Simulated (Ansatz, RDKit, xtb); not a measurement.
# C5H8F2Si: ranking a sample of isomers

Which of a sample of isomers of C5H8F2Si is the most stable in the gas at 298.15 K, and what are its properties? The sample is small against all isomers, and the most stable one of this formula need not be in it.

The funnel: GFN2-xTB relaxations, single points with a density functional, relaxations at PBE-D3(BJ)/def2-SVP, harmonic vibrations (at GFN2-xTB), and a last energy at a higher level. All values are calculated.

## (1) Possible bonding patterns

Isomers were taken from a list of plausible structures; this is a sample, not all of them. That gives 14 candidates.

```tsv
label	SMILES	spin
c025	C[Si]1(C)CC(F)=C1F	singlet
c041	F[C@@H]1C[C@@]1(F)[C@@H]1C[SiH2]1	singlet
c080	C=C(C=C(F)F)[SiH2]C	singlet
c206	F[C@@H]1C=CC[C@@H](F)[SiH2]1	singlet
c341	FC/C(F)=C1\CC[SiH2]1	singlet
c401	C#CC[SiH2]CC(F)F	singlet
c485	FC(F)[SiH]1CC=CC1	singlet
c512	CC#C[Si@@H](F)[C@@H](C)F	singlet
c548	F/C=C/C=C(\[SiH3])CF	singlet
c618	FCC1=CC[Si@H](F)C1	singlet
c713	F[C@H]1[C@]2(F)CC[C@]12[SiH3]	singlet
c858	C#C[C@](F)(CF)C[SiH3]	singlet
c878	FC(F)[C@@H]1C=CC[SiH2]1	singlet
c945	C#C[C@H](C)[SiH2]C(F)F	singlet
```

Candidates are built by distance geometry, with a force field where one applies, in up to four conformers (letters a to d).

Q: Predict the outcome of this search (final energies at CCSD(T)/def2-SVP + MP2/def2-TZVPP - MP2/def2-SVP).

| quantity | value |
| --- | --- |
| lowest structure found | FCC1=CC[Si@H](F)C1, singlet |
| next finalist | CC#C[Si@@H](F)[C@@H](C)F, singlet, 19.4 kcal/mol higher in G |
| share at equilibrium, among the finalists | 100.0 % |

The search ends on `FCC1=CC[Si@H](F)C1`. Among the finalists first place is clear (19.4 kcal/mol); structures outside the list aren't covered. r2SCAN-D4/def2-SVP, PBE-D3(BJ)/def2-SVP, HF/def2-SVP and MP2/def2-SVP already put its bonding pattern lowest among the structures in one piece. One minimum inside the window was never screened. Lowest found is not proven lowest: the search is finite, and each finalist counts with one conformer. Only 14 drawn patterns were tried, so whole families of isomers are missing, and the result ranks this sample alone.
